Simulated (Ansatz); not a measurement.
# In2O3: the cost of one run

Program: Ansatz 0.2.0. Level of theory: DFT PBE, scalar-relativistic, plane waves, PAW. These are calculated values, not measurements.

**1. The starting structure**

The cell holds 20 atoms (In8O12): a = 6.549 Å, b = 6.526 Å, c = 6.366 Å, α = 90.85°, β = 90.48°, γ = 88.94°.

It is the last frame of an earlier stage of the same melt, run at 300 K.

Its coordinates follow in the input file.

**2. Relaxing on a coarse mesh**

Cell and atoms move without symmetry, on a coarse mesh with loose thresholds.

Input file input.yaml:

```yaml
crystal:
  lattice:
    - [6.549156, 0.060271, -0.026546]
    - [0.060271, 6.525321, -0.047852]
    - [-0.026546, -0.047852, 6.365751]
  atoms:
    - { symbol: In, position: [0.0784308158, 0.7247608824, 0.1669717791] }
    - { symbol: In, position: [0.5721661229, 0.7390137957, 0.1799303359] }
    - { symbol: In, position: [0.3079524743, 0.9188134094, 0.6714455093] }
    - { symbol: In, position: [0.1945015036, 0.4012648749, 0.6348028405] }
    - { symbol: In, position: [0.3474078995, 0.2683084108, 0.0947946466] }
    - { symbol: In, position: [0.6631066234, 0.2742687069, 0.4785944907] }
    - { symbol: In, position: [0.8219237268, 0.7224973027, 0.6796541346] }
    - { symbol: In, position: [0.8560797138, 0.2127253614, 0.9999465471] }
    - { symbol: O, position: [0.4217592349, 0.4667636478, 0.3589785986] }
    - { symbol: O, position: [0.3340325645, 0.6417140874, 0.9557686223] }
    - { symbol: O, position: [0.6126489069, 0.0974670406, 0.1832616503] }
    - { symbol: O, position: [0.8161369147, 0.831568958, 0.9691534462] }
    - { symbol: O, position: [0.475209947, 0.2192507619, 0.7383041859] }
    - { symbol: O, position: [0.0783889731, 0.112614873, 0.4995828488] }
    - { symbol: O, position: [0.843253704, 0.501855873, 0.1925675005] }
    - { symbol: O, position: [0.5931069358, 0.8656767129, 0.5076738082] }
    - { symbol: O, position: [0.858467397, 0.4072559573, 0.7222903025] }
    - { symbol: O, position: [0.1167412476, 0.0760471474, 0.2614098681] }
    - { symbol: O, position: [0.1280483344, 0.1220219054, 0.8839697752] }
    - { symbol: O, position: [0.1229175605, 0.6989235493, 0.5225671237] }
  symmetry: { detect: false }
basis:
  ecutwfc: 420
kpoints:
  mp_grid: { grid: [1, 1, 1], shift: [0.25, 0.25, 0.25] }
hamiltonian:
  xc: pbe
scf:
  occupations: { method: gaussian, width: 0.1 }
  lower_state_search: "off"
output:
  forces: true
  stress: true
  eigenvalues: true
relax:
  adjacent_minimum: "off"
  f_tol: 0.04
  max_steps: 70
  cell: { stress_tol: 0.3 }
```

Command:

```bash
> ansatz run input.yaml --threads 2 --pin off --max-ram 5120MiB --backend cpu --events-out ev --progress --plain --runs-dir out
```

What time and memory should one allow on 2 threads of Arm Neoverse V2, shared host?

About 1.7 min, with a peak of 0.46 GiB.
